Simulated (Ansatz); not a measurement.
# CH9BGeSi: comparison of dispersion corrections in Python

Wanted for CH9BGeSi: a comparison of dispersion corrections.

All numbers are computed with Ansatz 0.2.0 through its Python package. The levels of theory stand in the script.

## 1. Starting point

Bond lengths: C1–Si2 1.815 Å, Si2–B3 1.920 Å, B3–Ge4 1.983 Å, C1–H5 1.119 Å, C1–H6 1.177 Å, C1–H7 1.088 Å, Si2–H8 1.430 Å, Si2–H9 1.511 Å, B3–H10 1.223 Å, Ge4–H11 1.491 Å, Ge4–H12 1.602 Å, Ge4–H13 1.495 Å. Angles (14 of 21 angles, heavy atoms first): C1–Si2–B3 107.4°, Si2–B3–Ge4 123.4°, C1–Si2–H8 111.0°, C1–Si2–H9 110.9°, B3–Si2–H8 109.0°, B3–Si2–H9 110.4°, Si2–C1–H5 113.3°, Si2–C1–H6 109.8°, Si2–C1–H7 112.5°, Si2–B3–H10 119.0°, Ge4–B3–H10 117.6°, B3–Ge4–H11 112.1°, B3–Ge4–H12 105.9°, B3–Ge4–H13 112.2°.

The script holds or builds the structure itself.

## 2. The code

The input, disp_ch9bgesi.py:

```python
# -*- coding: utf-8 -*-
import ansatz as az

GEOMETRY = '''
C    -1.11660    1.48170   -0.36930
Si   -0.22460    0.82840    1.07050
B     1.16150   -0.32570    0.41350
Ge    0.81190   -1.93330   -0.69300
H    -0.47230    2.09700   -1.04690
H    -1.97080    2.20960   -0.01320
H    -1.58510    0.69770   -0.96050
H    -1.09680    0.07350    1.91590
H     0.36790    1.95030    1.89130
H     2.32320   -0.08260    0.70720
H     1.41000   -1.81960   -2.05430
H    -0.77990   -2.01530   -0.85730
H     1.19220   -3.19640    0.01090
'''


def main():
    system = az.Crystal.molecule()
    for line in GEOMETRY.strip().splitlines():
        symbol, *xyz = line.split()
        system = system.atom(symbol, [float(v) for v in xyz])

    model = system.calculation().basis(gaussian='def2-SVP')
    for name in ['revpbe', 'pbe']:
        for correction in ('d3bj', 'd4'):
            rep = model.functional(name, dispersion=correction).run(threads=1, backend='cpu').report
            print(f'{name:8s} {correction:5s} total {rep["free_energy_ev"]:.5f} eV, of which dispersion {1000 * rep["dispersion"]["energy"]["ev"]:.2f} meV')


if __name__ == '__main__':
    main()
```

## 3. The calls as engine input

The engine receives this input (first run):

```yaml
crystal:
  periodic: [false, false, false]
  atoms:
    - { symbol: C, position_ang: [-1.1166, 1.4817, -0.3693] }
    - { symbol: Si, position_ang: [-0.2246, 0.8284, 1.0705] }
    - { symbol: B, position_ang: [1.1615, -0.3257, 0.4135] }
    - { symbol: Ge, position_ang: [0.8119, -1.9333, -0.693] }
    - { symbol: H, position_ang: [-0.4723, 2.097, -1.0469] }
    - { symbol: H, position_ang: [-1.9708, 2.2096, -0.0132] }
    - { symbol: H, position_ang: [-1.5851, 0.6977, -0.9605] }
    - { symbol: H, position_ang: [-1.0968, 0.0735, 1.9159] }
    - { symbol: H, position_ang: [0.3679, 1.9503, 1.8913] }
    - { symbol: H, position_ang: [2.3232, -0.0826, 0.7072] }
    - { symbol: H, position_ang: [1.41, -1.8196, -2.0543] }
    - { symbol: H, position_ang: [-0.7799, -2.0153, -0.8573] }
    - { symbol: H, position_ang: [1.1922, -3.1964, 0.0109] }
basis:
  gaussian:
    orbitals: def2-SVP
hamiltonian:
  xc: revpbe
  dispersion: d3bj
```

## 4. The run

The run is started by

```
$ python disp_ch9bgesi.py
```

Output:

```text
revpbe   d3bj  total -66237.39072 eV, of which dispersion -676.13 meV
revpbe   d4    total -66237.49051 eV, of which dispersion -775.92 meV
pbe      d3bj  total -66227.66280 eV, of which dispersion -282.69 meV
pbe      d4    total -66227.65806 eV, of which dispersion -277.95 meV
```

Run time: 17 s. Hardware: 1 thread of Intel Xeon Platinum 8259CL at 2.50GHz (Skylake/Cascade Lake), shared host; peak memory 0.23 GiB.

## 5. What changed from run to run

The engine's inputs for the other runs:

Run 2, against run 1:

```diff
@@ -22 +22 @@
-  dispersion: d3bj
+  dispersion: d4
```

Run 3, against run 1:

```diff
@@ -21 +21 @@
-  xc: revpbe
+  xc: pbe
```

Run 4, against run 1:

```diff
@@ -21,2 +21,2 @@
-  xc: revpbe
-  dispersion: d3bj
+  xc: pbe
+  dispersion: d4
```

## 6. The runs side by side

From the records of these 4 runs:

```
run  functional  dispersion  energy (eV)  SCF cycles  CPU time (s)
  1      revpbe        d3bj  -66237.3907          17             4
  2      revpbe          d4  -66237.4905          17             4
  3         pbe        d3bj  -66227.6628          18             4
  4         pbe          d4  -66227.6581          18           4.3
```

Totals under unlike functionals or potentials can't be compared directly.

## 7. Summary of results

```
         quantity                   value
dispersion energy  -775.92 to -277.95 meV
    runs compared                       4
```

**Reading.** The dispersion term depends on the functional it is damped for, so it isn't a property of the molecule alone. All 4 runs converged, in 17 to 18 cycles. The geometry is a force-field or estimated start, not a minimum of this method, and the basis set is short of its limit. D4 holds the three-body term, and d3bj doesn't.
